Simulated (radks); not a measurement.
# Cr²⁺ in [Ne] 3s2 3p4 3d4 4p2: an all-electron calculation

What are the levels of the chromium ion Cr2+, how large are its shells, and how does its energy divide?

The numbers are computed with radks (a radial shooting solver on a logarithmic mesh, Libxc functionals) version 1 (non-relativistic Kohn-Sham, r2SCAN, spin-polarised, spherical densities, point nucleus; open shells are filled with parallel spins first), except any that are marked as measured or tabulated.

## Step 1: Starting point

```
element       : chromium (Z = 24)
charge        : +2
electrons     : 22
configuration : [Ne] 3s2 3p4 3d4 4p2
```

Outer shells as boxes (Hund's rule):

Cr²⁺
```
[Ne] core
3s [↑↓]
3p [↑↓][↑ ][↑ ]
3d [↑ ][↑ ][↑ ][↑ ][  ]
4p [↑ ][↑ ][  ]
```

## Step 2: Self-consistent calculation

Input:

```text
Z 24
configuration [Ne] 3s2 3p4 3d4 4p2
relativity non-relativistic
functional r2scan,r2scan
spin polarised
nucleus point
```

Q: Predict the outcome of this run.

As calculated:

```
                        quantity                   value
                    total energy     -1039.52090 hartree
exchange-correlation share of it                  4.57 %
                            −T/E                  0.9993
          highest occupied level       4p up, -19.087 eV
    most extended occupied level  4p up, <r> = 2.73 bohr
 radius at density 0.001 e/bohr³               4.19 bohr
    maxima of the radial density                       3
```

What this shows: The radial density shows 3 maxima for 4 occupied principal shells; where shells overlap, one shows as a shoulder or not at all. −T/E = 0.9993, near the virial value of 1. This is not the tabulated ground configuration, so its levels and sizes aren't those of the ground state, and no measured value stands beside it.
